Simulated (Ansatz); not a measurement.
# In2GaP3: what a guessed cell relaxes into

The task: take a trial cell of In2GaP3 to zero force and stress.

Method: DFT PBE, scalar-relativistic, plane waves, PAW, in Ansatz 0.2.0.

## Step 1: The system as given

The structure is trigonal, space group R-3m (No. 166). Conventional cell: a = 6.373 Å, b = 6.373 Å, c = 12.404 Å, α = 90.00°, β = 90.00°, γ = 120.00°. In (site symmetry 3m) has 3 P at 1.89 Å as nearest neighbours. Around Ga (site symmetry -3m) lie 6 P at 3.19 Å. Around P (site symmetry 2/m) lie 2 In at 1.89 Å.

Structure file:

```
In Ga P
1.0
     3.18646    1.83971    4.13467
    -3.18646    1.83971    4.13467
     0.00000   -3.67941    4.13467
In Ga P
2 1 3
Direct
  0.29998 0.29998 0.29998
  0.70002 0.70002 0.70002
  0.00000 0.00000 0.00000
  0.50000 0.50000 0.00000
  0.00000 0.50000 0.50000
  0.50000 0.00000 0.50000
```

A structure generator made this guess: random cell by space group and Wyckoff sites (R-3m, No. 166). Its size is a rough estimate.

## Step 2: The guess as it stands, on a coarse mesh

Input file input.yaml:

```yaml
crystal:
  lattice:
    - [3.18646265, 1.83970507, 4.13467453]
    - [-3.18646265, 1.83970507, 4.13467453]
    - [0.0, -3.67941013, 4.13467453]
  atoms:
    - { symbol: In, position: [0.29998006, 0.29998006, 0.29998006] }
    - { symbol: In, position: [0.70001994, 0.70001994, 0.70001994] }
    - { symbol: Ga, position: [0.0, 0.0, 0.0] }
    - { symbol: P, position: [0.5, 0.5, 0.0] }
    - { symbol: P, position: [0.0, 0.5, 0.5] }
    - { symbol: P, position: [0.5, 0.0, 0.5] }
basis:
  ecutwfc: 420
kpoints:
  mp_grid: { grid: [3, 3, 3] }
hamiltonian:
  xc: pbe
scf:
  occupations: { method: gaussian, width: 0.1 }
  lower_state_search: "off"
output:
  forces: true
  stress: true
  eigenvalues: true
```

Started as:

```console
> ansatz run input.yaml --threads 1 --pin off --max-ram 2560MiB --backend cpu --events-out ev --progress --plain --runs-dir out
```

Further runs follow: rough relaxation on the coarse mesh; final relaxation.

Q: Predict the outcome of this session. Wanted: conventional cell; volume; energy over the elements, black P; gap on the mesh.

As calculated:

| quantity | value |
| --- | --- |
| symmetry at the end (tolerance 0.05 Å) | space group R-3m (No. 166) |
| conventional cell | a = 5.370 Å, b = 5.370 Å, c = 16.424 Å, α = 90.00°, β = 90.00°, γ = 120.00° |
| volume | 22.79 Å³/atom |
| energy over the elements, black P | +0.31 eV/atom |
| gap on the mesh | none (metal) |

In words: The space group R-3m (No. 166) is kept, and the volume per atom shrinks by 6.0 % from the first guess. With a positive formation energy it can't be a ground state. No finished test with a distortion of lower symmetry is shown, so the end may be a saddle point.
